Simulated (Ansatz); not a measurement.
# C₆H₉BO₆: small, medium and large basis sets

The task here is to estimate one member of a computed series from the others.

Program: Ansatz 0.2.0, Gaussian basis. Level of theory: one geometry, several basis sets. These are calculated values, not measurements.

Plan: PBE0-D4/def2-SVP; ωB97M-V/def2-SVP; PBE0-D4/def2-QZVPP; ωB97M-V/def2-QZVPP; the functionals' def2-TZVPP values are taken from earlier runs.

## The geometry

An earlier PBE0-D4 in a triple-zeta def2 set relaxation fixed the geometry.

SMILES `CC(=O)OB(OC(C)=O)OC(C)=O`, 22 atoms, charge 0, spin multiplicity 1.

Atoms are counted from 1 here; the program's logs count them from 0.

Bond lengths: C1–C2 1.493 Å, C1–H14 1.092 Å, C1–H15 1.087 Å, C1–H16 1.092 Å, C2–O3 1.192 Å, C2–O4 1.365 Å, O4–B5 1.371 Å, B5–O6 1.371 Å, B5–O10 1.371 Å, O6–C7 1.365 Å, C7–C8 1.493 Å, C7–O9 1.192 Å, C8–H17 1.092 Å, C8–H18 1.092 Å, C8–H19 1.087 Å, O10–C11 1.365 Å, C11–C12 1.493 Å, C11–O13 1.192 Å and more. Angles: C2–C1–H14 109.2°, C2–C1–H15 109.9°, C2–C1–H16 109.8°, H14–C1–H15 110.3°, H14–C1–H16 107.2°, H15–C1–H16 110.4°, C1–C2–O3 126.3°, C1–C2–O4 110.8°, O3–C2–O4 122.9°, C2–O4–B5 124.7°, O4–B5–O6 119.7°, O4–B5–O10 119.7°, O6–B5–O10 119.7°, B5–O6–C7 124.7°, O6–C7–C8 110.8°, O6–C7–O9 122.9°, C8–C7–O9 126.3°, C7–C8–H17 109.8° and more.

The first run:

File in.yaml:

```yaml
crystal:
  periodic: [false, false, false]
  atoms:
    - {symbol: C, position_ang: [-1.051342, -3.244938, -1.345871]}
    - {symbol: C, position_ang: [-1.252757, -1.813638, -0.973316]}
    - {symbol: O, position_ang: [-2.280453, -1.210429, -1.017176]}
    - {symbol: O, position_ang: [-0.070834, -1.238811, -0.603995]}
    - {symbol: B, position_ang: [0.041159, -0.051154, 0.070706]}
    - {symbol: O, position_ang: [-0.884380, 0.275603, 1.027202]}
    - {symbol: C, position_ang: [-1.185430, 1.550004, 1.413233]}
    - {symbol: C, position_ang: [-1.939480, 1.548385, 2.701406]}
    - {symbol: O, position_ang: [-0.901739, 2.507980, 0.762270]}
    - {symbol: O, position_ang: [1.190151, 0.687345, -0.042069]}
    - {symbol: C, position_ang: [1.931162, 0.801009, -1.182986]}
    - {symbol: C, position_ang: [3.285315, 1.351930, -0.881752]}
    - {symbol: O, position_ang: [1.505770, 0.523242, -2.261804]}
    - {symbol: H, position_ang: [-0.325447, -3.306025, -2.159266]}
    - {symbol: H, position_ang: [-1.997506, -3.683323, -1.651708]}
    - {symbol: H, position_ang: [-0.634740, -3.793275, -0.498496]}
    - {symbol: H, position_ang: [-1.342812, 1.067992, 3.479524]}
    - {symbol: H, position_ang: [-2.851543, 0.959753, 2.583273]}
    - {symbol: H, position_ang: [-2.183707, 2.567968, 2.987323]}
    - {symbol: H, position_ang: [3.855985, 1.451718, -1.801167]}
    - {symbol: H, position_ang: [3.805124, 0.694962, -0.181400]}
    - {symbol: H, position_ang: [3.178205, 2.323602, -0.395329]}
basis:
  gaussian: {orbitals: def2-SVP}
hamiltonian: {xc: pbe0, dispersion: d4}
output: {orbitals: {seedname: orbitals}}
```

On the command line:

```
$ ansatz run in.yaml --threads 4 --pin off --events-out ev --progress --plain --max-ram 46080MiB --backend cpu
```

Among the steps run: PBE0-D4 in def2-SVP; ωB97M-V in def2-SVP; PBE0-D4 in def2-QZVPP; ωB97M-V in def2-QZVPP.

One of the session's tables, all rows but one given; the rest of the session is left out.

```
functional       basis  HOMO (eV)
   PBE0-D4    def2-SVP      -8.10
   PBE0-D4  def2-TZVPP      -8.21
   PBE0-D4  def2-QZVPP      -8.23
   ωB97M-V    def2-SVP          ?
   ωB97M-V  def2-TZVPP     -10.64
   ωB97M-V  def2-QZVPP     -10.66
```

Q: Estimate the row for ωB97M-V, def2-SVP from the others.

As computed: HOMO (eV): -10.51. In the column «HOMO (eV)» it lies between ωB97M-V, def2-TZVPP (-10.64) and PBE0-D4, def2-QZVPP (-8.23).
